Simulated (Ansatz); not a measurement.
# Pb6O in Ansatz: reference runs

Reference runs on Pb6O: the cell as given.

Everything below comes from runs of Ansatz 0.2.0. Logs are shortened: lines on timing, memory, paths and dates and some standing lists are left out, and cuts for length are marked.

### Step 1. The cell of the first run

The cell holds a slab with vacuum, 14 atoms: a = 6.986 Å, b = 6.986 Å, c = 23.863 Å, α = 90.00°, β = 90.00°, γ = 120.00°.

### Step 2. Single point, PBE

input.yaml reads:

```yaml
crystal:
  lattice:
    - [6.9856493127, 0.0, 0.0]
    - [-3.4928246563, 6.0497497667, 0.0]
    - [0.0, 0.0, 23.8632587794]
  atoms:
    - { symbol: Pb, position: [0.3333333333, 0.1666666667, 0.3352433997] }
    - { symbol: Pb, position: [0.3333333333, 0.6666666667, 0.3352433997] }
    - { symbol: Pb, position: [0.8333333333, 0.1666666667, 0.3352433997] }
    - { symbol: Pb, position: [0.8333333333, 0.6666666667, 0.3352433997] }
    - { symbol: Pb, position: [0.6666666667, 0.3333333333, 0.4547526174] }
    - { symbol: Pb, position: [0.6666666667, 0.8333333333, 0.4547526174] }
    - { symbol: Pb, position: [0.1666666667, 0.3333333333, 0.4547526174] }
    - { symbol: Pb, position: [0.1666666667, 0.8333333333, 0.4547526174] }
    - { symbol: Pb, position: [0.0, 0.5, 0.5742618352] }
    - { symbol: Pb, position: [0.0, 0.0, 0.5742618352] }
    - { symbol: Pb, position: [0.5, 0.5, 0.5742618352] }
    - { symbol: Pb, position: [0.5, 0.0, 0.5742618352] }
    - { symbol: O, position: [0.3161224219, -0.0186493266, 0.6907379638] }
    - { symbol: O, position: [0.5, 0.0, 0.6840540485] }
hamiltonian:
  xc: pbe
  pseudopotentials: { kind: paw }
kpoints:
  mp_grid: { grid: [5, 5, 1] }
scf:
  occupations: { method: fermi_dirac, width: 0.05 }
output:
  forces: true
  eigenvalues: true
efield:
  axis: 3
  dipole_correction: true
  ramp_width: 0.04
```

Potentials or basis: Ansatz PAW.

Started as:

```
$ ansatz run input.yaml --threads 4 --pin off --max-ram 11264MiB --backend cpu --events-out ev --progress --plain --runs-dir out
```

What it wrote:

```text
Warning: RAYON_NUM_THREADS=4 ignored (pool sized by the plan → 4); use --threads N
Engine: ansatz 0.2.0, aarch64-unknown-linux-gnu
Pseudopotentials: kind: paw
Pseudopotential: Pb, paw, valence charge 14, recommended cutoff 420 eV (normal), Pb.paw.azcp
Pseudopotential: O, paw, valence charge 6, recommended cutoff 420 eV (normal), O.paw.azcp
Functional definition: PBE
  parameter kappa = 0.804
  parameter beta = 0.06672455060314922
  exchange = pbe_x(kappa = kappa, mu = beta*pi^2/3)
  correlation = pbe_c(beta = beta)
Crystal: 14 atoms, lattice volume = 1008.495 Å³
Basis set: ecut = 420 eV, 19693 PW (Γ), exchange–correlation on 96×96×320 points (8 copies of the dense FFT grid, shifted against one another)
Bands: 108, of which v1, the nominal top of the filled ones, is band 90 counted from 1 (89 counted from 0)
Symmetry: 1 space group operations
Space group: P1 (ITA 1), of the structure as read, at distance tolerance 1.0e-4 Å
k-points: 13 of 25 (time reversal used)
Non-local potential: Pb, projectors of the file, l = 0: 2, l = 1: 2, l = 2: 2, l = 3: 2
Non-local potential: O, projectors of the file, l = 0: 2, l = 1: 2, l = 2: 1
PAW form: soft (Blöchl's): semilocal exchange-correlation on the pseudo side does not see the compensation charge
PAW one-centre angular grid: Pb, 590 points (default); XC on 64 Gauss nodes
PAW one-centre angular grid: O, 110 points (default); XC on 64 Gauss nodes
Initial density: superposition of atomic densities (neutral atoms: chi_scale 0, normalization atom), corrected by the library's trained network
Initial wavefunctions: pseudopotential atomic-orbital guess
Functional: x = pbe(κ = 0.804, μ = 0.2195149727645171), c = pbe(β = 0.06672455060314922)
SCF iter   1: F=—  HF=-144005.411172 eV  |F-HF|=—  |Δ(HF+E_count)|=         —  Δρ=2.30e-2  dr2=1.66e1  ethr=1.77e-3  p=-0.294 e·Å  D=-5.27e-2 V/Å  ΔV_dip=1.26 eV  dr2_dipole=5.08e0  V_vac-E_F(+/−)=5.10/3.84 eV  ⟨swp⟩=7.2  Hψ=6342  notcnv=0  defer=31
efield: sawtooth ramp at fractional position 0.9930 (placed from the atoms, in the widest stretch of the axis that holds none; the zero of the levels goes with the place), width 0.0400; the density the first Hamiltonian is built on has a dipole p = -0.294 e·Å; the dipole correction subtracts the counter field D = -5.27e-2 V/Å, which shifts the + side's vacuum level by +1.26 eV against the − side's; the planar-averaged density in the ramp window peaks in size at 2.9e-5 e/Å³
preconditioner: auto → LDOS  [metal: Δε(μ)=0.099 eV  Ē_g=15.217 eV  σ=0.050 eV  W_gap=0.46  n_scr=134 (ndim 8)  ℏωp=15.6 eV  f_vac=0.562  D(μ)=12.05/eV (n_scr^D=52)  β→1.0]
SCF iter   2: F=—  HF=-144010.452132 eV  |F-HF|=—  |Δ(HF+E_count)|=    5.04e0  Δρ=4.81e-2  dr2=6.95e1  ethr=1.77e-3  p=-0.626 e·Å  D=-1.12e-1 V/Å  ΔV_dip=2.68 eV  dr2_dipole=2.12e1  V_vac-E_F(+/−)=6.18/3.50 eV  ⟨swp⟩=3.2  Hψ=3046  notcnv=0  defer=83  recentre
SCF iter   3: F=—  HF=-144005.144200 eV  |F-HF|=—  |Δ(HF+E_count)|=    5.31e0  Δρ=2.71e-2  dr2=2.15e1  ethr=1.77e-3  p=-0.389 e·Å  D=-6.98e-2 V/Å  ΔV_dip=1.67 eV  dr2_dipole=6.56e0  V_vac-E_F(+/−)=5.33/3.66 eV  ⟨swp⟩=2.5  Hψ=2962  notcnv=0  defer=75
SCF iter   4: F=—  HF=-144004.796792 eV  |F-HF|=—  |Δ(HF+E_count)|=   3.47e-1  Δρ=1.05e-2  dr2=2.56e0  ethr=1.77e-3  p=-0.356 e·Å  D=-6.39e-2 V/Å  ΔV_dip=1.53 eV  dr2_dipole=7.36e-1  V_vac-E_F(+/−)=5.28/3.75 eV  ⟨swp⟩=1.0  Hψ=1625  notcnv=0  defer=71
[... 8 lines left out ...]
SCF iter  13: F=—  HF=-144004.765354 eV  |F-HF|=—  |Δ(HF+E_count)|=   2.40e-4  Δρ=2.32e-5  dr2=5.48e-6  ethr=3.74e-8  p=-0.353 e·Å  D=-6.33e-2 V/Å  ΔV_dip=1.51 eV  dr2_dipole=5.09e-7  V_vac-E_F(+/−)=5.32/3.81 eV  ⟨swp⟩=1.3  Hψ=1329  notcnv=0  defer=80
SCF iter  14: F=—  HF=-144004.765355 eV  |F-HF|=—  |Δ(HF+E_count)|=   8.40e-7  Δρ=7.28e-6  dr2=5.35e-7  ethr=3.05e-9  p=-0.353 e·Å  D=-6.34e-2 V/Å  ΔV_dip=1.51 eV  dr2_dipole=1.74e-8  V_vac-E_F(+/−)=5.32/3.81 eV  ⟨swp⟩=1.8  Hψ=1489  notcnv=0  defer=80
SCF iter  15: F=-144004.765355 eV  HF=-144004.765355 eV  |F-HF|=1.15e-7  |Δ(HF+E_count)|=   2.59e-7  Δρ=2.72e-6  dr2=7.86e-8  ethr=5.56e-11  p=-0.353 e·Å  D=-6.34e-2 V/Å  ΔV_dip=1.51 eV  dr2_dipole=7.83e-10  V_vac-E_F(+/−)=5.32/3.81 eV  ⟨swp⟩=14.8  Hψ=8865  notcnv=0
SCF 1 converged in 15 iterations: F = -144004.765355 eV  dr2 = 7.86e-8
SCF converged after 15 iterations
Free energy (F): -144004.765355 eV
Harris-Foulkes:  -144004.765355 eV  (|F-HF|=1.15e-7)
Internal energy: -144004.607603 eV  (E = F + TS)
E sigma→0 (E₀):  -144004.686479 eV
Entropy (-TS):   -0.157752 eV (-11.268 meV/atom)
Fermi energy:    1.178837 eV
Dipole field:    D = -0.063380 V/Å  (p = -0.353234 e·Å, saw-weighted, corrected)
Work function:   Φ+ = 5.3181 eV   Φ− = 3.8057 eV
Levels:          The Fermi level and band energies are counted from a zero that moves with the ramp; work functions are not
--- Per-component energies (eV) ---
  E_band       = -2174.390368
  E_kinetic    = 3805.445787
  E_local      = -117867.803760  (includes V_loc(G=0)·N_el)
  E_nonlocal   = 4291.950773
  E_hartree    = 56730.320667
  E_xc         = -2789.088122
  E_vxc        = -1767.325645  (∫ρ·V_xc dr)
  E_paw        = -125180.816395  (= ΣΔE_a)
  E_vpaw       = -4085.674324  (= ΣTr[D̂ρ^β])
  E_aug_tail   = 0.005323  (compensation charges beyond the density's cutoff)
  E_efield     = 0.011194  (sawtooth field / dipole correction)
  E_vefield    = -11.610051  (∫n·V_field dr)
  E_ewald      = 37005.366929
  E_smearing   = -0.157752  (= −TS)
  E_closure    = 0.000000  (closes the sum)
  Σ components = -144004.765355   (vs F -144004.765355, Δ=0.00e0)
--- Forces (eV/Å), atoms counted from 1 ---
  atom   1  Pb     0.03206706    -0.06051035     0.10847409
  atom   2  Pb     0.00277874     0.06410538     0.10835210
  atom   3  Pb    -0.05800427    -0.01597957     0.08052573
  atom   4  Pb     0.04421625     0.01865883     0.14195943
  atom   5  Pb     0.02662484     0.04905867    -0.09368085
  atom   6  Pb    -0.04951916    -0.02674872    -0.11296729
  atom   7  Pb     0.05283678     0.00919074     0.00299078
  atom   8  Pb    -0.08052962    -0.04942830    -0.16581883
  atom   9  Pb    -0.00301432    -0.01415888    -0.03670090
  atom  10  Pb     0.11496759     0.01384887     0.07019604
  atom  11  Pb    -0.04770481     0.01497738    -0.07534342
  atom  12  Pb     0.20080296     0.02190802     0.34505067
  atom  13  O     -2.63518413    -0.21558837     0.49869995
  atom  14  O      2.39935307     0.19063155    -0.87167715
  max |Σ_I F_I| component: 3.09e-4 eV/Å
--- Band table (eV; the first three rows and the last of 13) ---
  k-point 0: bands = ["-24.6134", "-15.9943", "-15.9924", "-15.9901", "-15.9625", "-15.9608", "-15.9596", "-15.9259", "-15.9121", "-15.9075", "-15.9043", "-15.8998", "-15.8762", "-15.8754", "-15.8652", "-15.8592", "-15.8501", "-15.8494", "-15.8487", "-15.8277", "-15.8170", "-15.8123", "-15.8059", "-15.8044", "-15.7978", "-15.7876", "-15.7807", "-15.7775", "-15.7716", "-15.7692", "-15.7596", "-15.7578", "-15.7547", "-15.7470", "-15.7219", "-15.7213", "-15.7196", "-15.7047", "-15.6961", "-15.6748", "-15.6738", "-15.6278", "-15.6234", "-15.6194", "-15.6101", "-15.6039", "-15.5999", "-15.5958", "-15.5930", "-15.5903", "-15.5553", "-15.5516", "-15.5501", "-15.5290", "-15.5266", "-15.5152", "-15.5121", "-15.4964", "-15.4597", "-15.4470", "-15.4435", "-12.7928", "-10.1390", "-9.1203", "-7.6520", "-6.7937", "-6.7025", "-6.6996", "-6.5041", "-6.3193", "-6.3104", "-5.9541", "-5.7386", "-5.6882", "-5.6770", "-5.3520", "-5.0782", "-2.4340", "-2.4251", "-2.4192", "-1.8063", "-1.3904", "-1.3829", "-1.3670", "-1.3250", "-1.3090", "-1.3021", "0.8818", "0.9963", "1.1400", "2.3735", "2.3912", "2.4042", "2.4904", "2.4965", "2.9033", "3.7680", "3.7701", "3.7723", "3.8801", "4.7003", "4.7348", "4.8741", "4.8773", "4.8803", "4.9225", "5.1928", "6.1176"]
  k-point 1: bands = ["-24.6134", "-15.9841", "-15.9655", "-15.9630", "-15.9537", "-15.9342", "-15.9331", "-15.9155", "-15.9020", "-15.8968", "-15.8907", "-15.8880", "-15.8767", "-15.8621", "-15.8560", "-15.8528", "-15.8520", "-15.8446", "-15.8271", "-15.8215", "-15.8108", "-15.8084", "-15.8045", "-15.8019", "-15.7981", "-15.7841", "-15.7817", "-15.7734", "-15.7729", "-15.7654", "-15.7597", "-15.7569", "-15.7468", "-15.7364", "-15.7323", "-15.7230", "-15.7206", "-15.7146", "-15.7097", "-15.6773", "-15.6597", "-15.6502", "-15.6475", "-15.6407", "-15.6270", "-15.6236", "-15.6169", "-15.6111", "-15.6010", "-15.5892", "-15.5626", "-15.5575", "-15.5529", "-15.5393", "-15.5322", "-15.5274", "-15.5213", "-15.5089", "-15.4790", "-15.4695", "-15.4601", "-12.7929", "-9.9679", "-8.9574", "-7.5593", "-7.4984", "-6.9428", "-6.8926", "-6.7955", "-6.4293", "-6.3023", "-5.9932", "-5.7405", "-5.6971", "-5.6355", "-5.3482", "-5.0809", "-2.0962", "-2.0849", "-1.7177", "-1.6169", "-1.3080", "-1.2869", "-1.0314", "-0.7544", "-0.7181", "-0.0905", "0.9564", "1.0242", "1.1499", "1.3424", "1.8664", "1.9939", "2.6809", "2.7180", "3.0672", "3.1220", "3.3037", "3.5997", "3.6409", "3.9783", "4.0131", "4.8517", "4.9609", "5.0519", "5.0819", "5.1640", "5.1783"]
  k-point 2: bands = ["-24.6134", "-15.9601", "-15.9347", "-15.9219", "-15.9091", "-15.9017", "-15.8986", "-15.8812", "-15.8715", "-15.8613", "-15.8582", "-15.8560", "-15.8550", "-15.8508", "-15.8425", "-15.8382", "-15.8315", "-15.8286", "-15.8256", "-15.8121", "-15.8085", "-15.8025", "-15.8014", "-15.7987", "-15.7905", "-15.7866", "-15.7820", "-15.7759", "-15.7710", "-15.7696", "-15.7666", "-15.7598", "-15.7576", "-15.7541", "-15.7525", "-15.7276", "-15.7213", "-15.7099", "-15.6956", "-15.6891", "-15.6853", "-15.6835", "-15.6743", "-15.6697", "-15.6542", "-15.6460", "-15.6107", "-15.6096", "-15.6030", "-15.5887", "-15.5863", "-15.5844", "-15.5769", "-15.5677", "-15.5625", "-15.5527", "-15.5508", "-15.5383", "-15.5220", "-15.4917", "-15.4722", "-12.7930", "-9.4560", "-8.6217", "-8.4720", "-7.7057", "-7.1503", "-7.1004", "-7.0739", "-6.5574", "-6.3851", "-6.3712", "-5.8701", "-5.6714", "-5.5752", "-5.3450", "-5.0948", "-1.2284", "-1.2176", "-1.0890", "-0.6536", "-0.6280", "-0.3509", "-0.1385", "-0.0961", "0.0507", "0.7738", "0.9414", "1.0789", "1.1629", "1.2132", "1.3629", "1.9664", "2.1504", "2.1653", "2.1898", "2.2514", "2.7872", "2.8604", "3.0800", "3.1523", "3.4793", "3.7776", "3.9292", "4.5047", "4.5829", "4.9074", "5.1098"]
  k-point 12: bands = ["-24.6134", "-15.9474", "-15.9453", "-15.9212", "-15.9182", "-15.9128", "-15.9006", "-15.8868", "-15.8825", "-15.8785", "-15.8726", "-15.8701", "-15.8618", "-15.8593", "-15.8561", "-15.8468", "-15.8363", "-15.8312", "-15.8246", "-15.8159", "-15.8121", "-15.8075", "-15.7960", "-15.7925", "-15.7913", "-15.7859", "-15.7800", "-15.7740", "-15.7674", "-15.7640", "-15.7614", "-15.7591", "-15.7511", "-15.7380", "-15.7354", "-15.7343", "-15.7306", "-15.6956", "-15.6907", "-15.6884", "-15.6847", "-15.6812", "-15.6772", "-15.6615", "-15.6590", "-15.6534", "-15.6179", "-15.6095", "-15.5996", "-15.5948", "-15.5824", "-15.5797", "-15.5648", "-15.5591", "-15.5553", "-15.5428", "-15.5326", "-15.5167", "-15.5111", "-15.4912", "-15.4889", "-12.7941", "-9.6253", "-8.6312", "-7.9929", "-7.9697", "-7.2699", "-7.1276", "-7.0941", "-6.3975", "-6.2191", "-5.9987", "-5.9644", "-5.7946", "-5.6141", "-5.3460", "-5.0748", "-1.8250", "-1.2738", "-0.8566", "-0.8365", "-0.8206", "-0.7985", "-0.3351", "-0.2992", "0.4457", "0.5469", "0.8634", "0.9628", "1.0822", "1.2470", "1.2731", "1.4125", "1.6312", "2.4896", "2.9572", "3.0611", "3.2023", "3.3106", "3.3446", "3.6649", "3.8072", "3.9369", "3.9860", "4.0417", "4.6809", "4.9440", "4.9858"]
```

It took 74 s on 4 threads of Arm Neoverse V1, shared host; peak memory 2.6 GiB.

What came out:

```yaml
Free_energy: -144004.7654 eV
Largest_force: 2.691 eV/Å
Band_gap_on_the_k_mesh: none (metal or under the smearing width)
Work_function_of_the_upper_face: 5.32 eV
Work_function_of_the_lower_face: 3.81 eV
Dipole_across_the_slab: -0.353 e·Å
```

Forces on the atoms (eV/Å):
```
Pb   0.032 -0.061  0.108
Pb   0.003  0.064  0.108
Pb  -0.058 -0.016  0.081
Pb   0.044  0.019  0.142
Pb   0.027  0.049 -0.094
Pb  -0.050 -0.027 -0.113
Pb   0.053  0.009  0.003
Pb  -0.081 -0.049 -0.166
Pb  -0.003 -0.014 -0.037
Pb   0.115  0.014  0.070
Pb  -0.048  0.015 -0.075
Pb   0.201  0.022  0.345
O   -2.635 -0.216  0.499
O    2.399  0.191 -0.872
```

Levels at points of the mesh, in eV from the Fermi level:
```tsv
k point	band 86	band 87	band 88	band 89	band 90	band 91	band 92	band 93	band 94	band 95
(0.00, 0.00, 0.00)	-2.49	-2.48	-0.30	-0.18	-0.04	1.19	1.21	1.23	1.31	1.32
```

The run has no spin-orbit coupling, so splittings on Pb are missing.
